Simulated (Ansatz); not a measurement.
This script drives the Python package of Ansatz (0.2.0).

The script, `adiabatic.py`:
```python
"""Vertical and adiabatic ionisation of CH5SbSe."""

import ansatz
from ase import Atoms
import numpy as np


def main() -> None:
    atoms = Atoms(["C", "Sb", "Se", "H", "H", "H", "H", "H"], positions=[
        (-0.3434, 1.1788, -0.3715),
        (0.9238, -0.4741, -0.6392),
        (0.4895, -1.2461, 1.7799),
        (0.1729, 1.9902, 0.2602),
        (-1.3365, 0.8832, 0.0718),
        (-0.6123, 1.6876, -1.3752),
        (-0.3602, -1.4688, -1.2438),
        (1.1585, -2.608, 1.462),
    ])
    ch5sbse = ansatz.Crystal.molecule_from_ase(atoms)

    calc = (
        ch5sbse.calculation()
        .basis(gaussian="def2-SVP")  # atom-centred Gaussian functions
        .functional("r2scan")
    )
    symbols = [site.symbol for site in ch5sbse.cartesian_sites]
    start = np.array([site.position_ang for site in ch5sbse.cartesian_sites], dtype=float)
    data = calc.relax(force_tolerance=0.01).run(threads=1).report
    end = np.array(data["positions_ang"])

    minimum = ansatz.Crystal.molecule()
    for symbol, place in zip(symbols, end):
        minimum = minimum.atom(symbol, place.tolist())
    ion = (
        minimum.calculation()
        .basis(gaussian="def2-SVP")
        .functional("r2scan")
        .charge(1)
        .spin("collinear", total=1)  # two spin channels
    )
    vertical = ion.run(threads=1).report
    settled = ion.relax(force_tolerance=0.01, max_steps=80).run(threads=1).report
    print(f"vertical ionisation energy   {vertical['free_energy_ev'] - data['free_energy_ev']:.3f} eV")
    print(f"adiabatic, no zero point     {settled['free_energy_ev'] - data['free_energy_ev']:.3f} eV")
    print(f"relaxation energy of the ion {vertical['free_energy_ev'] - settled['free_energy_ev']:.3f} eV")
    ionised = np.array(settled["positions_ang"])
    print("final positions (A) and the move of each atom")
    for symbol, xyz, old in zip(symbols, ionised, end):
        print(f"{symbol:2s} {xyz[0]:10.5f} {xyz[1]:10.5f} {xyz[2]:10.5f}   {np.linalg.norm(xyz - old):7.4f}")


if __name__ == "__main__":
    main()
```

It is started by `python adiabatic.py`. Estimate its wall time and peak memory on 1 thread of Arm Neoverse V1 (shared host).

It took about 5.4 min, with a peak of 0.29 GiB, for 3 runs of the engine.

Output of `python adiabatic.py`:
```text
vertical ionisation energy   8.602 eV
adiabatic, no zero point     8.247 eV
relaxation energy of the ion 0.356 eV
final positions (A) and the move of each atom
C    -0.24682    1.18441   -0.27054    0.1053
Sb    0.52873   -0.75742   -0.85103    0.2525
Se    0.49054   -2.20326    1.22725    0.5668
H     0.46344    1.66248    0.41609    0.2379
H    -1.22535    1.01012    0.19886    0.1232
H    -0.34266    1.76547   -1.19915    0.1463
H    -0.79486   -1.51775   -1.61049    0.2396
H     1.21929   -1.20126    2.03322    0.7987
```

The energies are electronic: no zero-point or thermal terms, and the basis set is short of its limit. The product may relax into another structure. Each relaxation finds its nearest minimum, which needn't be the lowest. def2 sets replace the cores of elements past krypton by effective core potentials.
